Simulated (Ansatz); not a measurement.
# CH7GeNSi: one species, many methods

Aim: compute CH7GeNSi with functionals from several rungs and with coupled cluster. The yardstick is the atomisation energy at the CCSD(T) limit.

Method: functionals in def2-TZVPP, the program's frozen cores in correlated methods; program: Ansatz 0.2.0, Gaussian basis.

Plan: PBE-D4, r2SCAN-D4, PBE0-D4, B3LYP-D4, ωB97X-V, ωB97M-V, B2PLYP; CCSD(T)/def2-TZVPP; MP2/def2-QZVPP; extrapolation to the limit.

## 1. The geometry

The geometry comes from an earlier relaxation with PBE0-D4 in a triple-zeta def2 set; it is a stationary point, not always the lowest conformer.

11 atoms, charge 0, spin multiplicity 1.

Atoms are counted from 1 here; the program's logs count them from 0.

Bond lengths: N1–C2 1.273 Å, N1–H5 1.025 Å, C2–Si3 1.894 Å, C2–Ge4 1.986 Å, Si3–H6 1.488 Å, Si3–H7 1.482 Å, Si3–H8 1.488 Å, Ge4–H9 1.540 Å, Ge4–H10 1.538 Å, Ge4–H11 1.538 Å. Angles: C2–N1–H5 112.5°, N1–C2–Si3 117.2°, N1–C2–Ge4 122.4°, Si3–C2–Ge4 120.4°, C2–Si3–H6 108.5°, C2–Si3–H7 110.6°, C2–Si3–H8 108.5°, H6–Si3–H7 110.8°, H6–Si3–H8 107.6°, H7–Si3–H8 110.8°, C2–Ge4–H9 106.2°, C2–Ge4–H10 110.7°, C2–Ge4–H11 110.8°, H9–Ge4–H10 110.2°, H9–Ge4–H11 110.3°, H10–Ge4–H11 108.6°.

Coordinates:

```mol
CH7GeNSi
  3D, bonds by distance, orders not assigned

 11 10  0  0  0  0  0  0  0  0999 V2000
   -0.2992    1.8127   -0.1394 N   0  0
   -0.0395    0.5732   -0.0087 C   0  0
    1.4902    0.1107    1.0073 Si  0  0
   -1.1706   -0.8425   -0.8222 Ge  0  0
   -1.1412    1.9810   -0.6997 H   0  0
    1.0586   -0.7426    2.1476 H   0  0
    2.1807    1.3281    1.4941 H   0  0
    2.3963   -0.7039    0.1526 H   0  0
   -2.3187   -0.1138   -1.5455 H   0  0
   -0.3584   -1.6794   -1.8242 H   0  0
   -1.7329   -1.7805    0.2586 H   0  0
  1  2  8  0
  2  3  8  0
  2  4  8  0
  1  5  8  0
  3  6  8  0
  3  7  8  0
  3  8  8  0
  4  9  8  0
  4 10  8  0
  4 11  8  0
M  END
```

## 2. PBE-D4 (GGA)

in.yaml

```yaml
crystal:
  periodic: [false, false, false]
  atoms:
    - {symbol: N, position_ang: [-0.299176, 1.812687, -0.139420]}
    - {symbol: C, position_ang: [-0.039464, 0.573205, -0.008655]}
    - {symbol: Si, position_ang: [1.490235, 0.110730, 1.007327]}
    - {symbol: Ge, position_ang: [-1.170596, -0.842549, -0.822161]}
    - {symbol: H, position_ang: [-1.141164, 1.981013, -0.699724]}
    - {symbol: H, position_ang: [1.058568, -0.742618, 2.147633]}
    - {symbol: H, position_ang: [2.180685, 1.328084, 1.494081]}
    - {symbol: H, position_ang: [2.396271, -0.703914, 0.152623]}
    - {symbol: H, position_ang: [-2.318712, -0.113759, -1.545455]}
    - {symbol: H, position_ang: [-0.358360, -1.679356, -1.824154]}
    - {symbol: H, position_ang: [-1.732888, -1.780526, 0.258607]}
basis:
  gaussian: {orbitals: def2-TZVPP}
hamiltonian: {xc: pbe, dispersion: d4}
output: {forces: true, orbitals: {seedname: orbitals}}
```

Launch:

```sh
> ansatz run in.yaml --threads 4 --pin off --events-out ev --progress --plain --max-ram 10444MiB
```

The runs that follow: r2SCAN-D4 (meta-GGA); PBE0-D4 (hybrid); B3LYP-D4 (hybrid); ωB97X-V (range-separated); ωB97M-V (range-separated); B2PLYP (double hybrid); CCSD(T) in def2-TZVPP; MP2 in def2-QZVPP.

Q: Predict the results of all the runs planned. Wanted: atomisation energy, CCSD(T)/CBS; farthest; mean size of error, hybrid; mean size of error, range-separated; gap, smallest and largest; T1 diagnostic; triples share of the correlation energy.

As calculated:

| quantity | value |
| --- | --- |
| atomisation energy, CCSD(T)/CBS | 3460.1 kJ/mol |
| functionals within 34.6 kJ/mol (1.0 %) | PBE-D4, r2SCAN-D4, PBE0-D4, B3LYP-D4, ωB97X-V, ωB97M-V |
| farthest | B2PLYP (-50.3 kJ/mol) |
| mean size of error, hybrid | 17.8 kJ/mol |
| mean size of error, range-separated | 13.9 kJ/mol |
| gap, smallest and largest | 3.31 eV (PBE-D4), 10.29 eV (ωB97X-V) |
| T1 diagnostic | 0.0129 |
| triples share of the correlation energy | 4.0 % |

PBE-D4 misses by +21.6 kJ/mol. Double hybrids carry the basis error of their MP2 part in triple zeta, and no dispersion term here, so their miss is partly the set-up's. Misses under about 34.6 kJ/mol are within the doubt on the reference itself, which lacks core-valence correlation, relativity and higher excitations, and its outer-core shells are covered unevenly. Hartree-Fock recovers 70 % of the binding; the rest is correlation. The gap grows from 3.3 to 10.3 eV across the functionals, mostly with the share of exact exchange. The restricted reference is unstable towards a spin-broken one. Correlated methods include outer-core shells of Ge, which these sets cover unevenly.
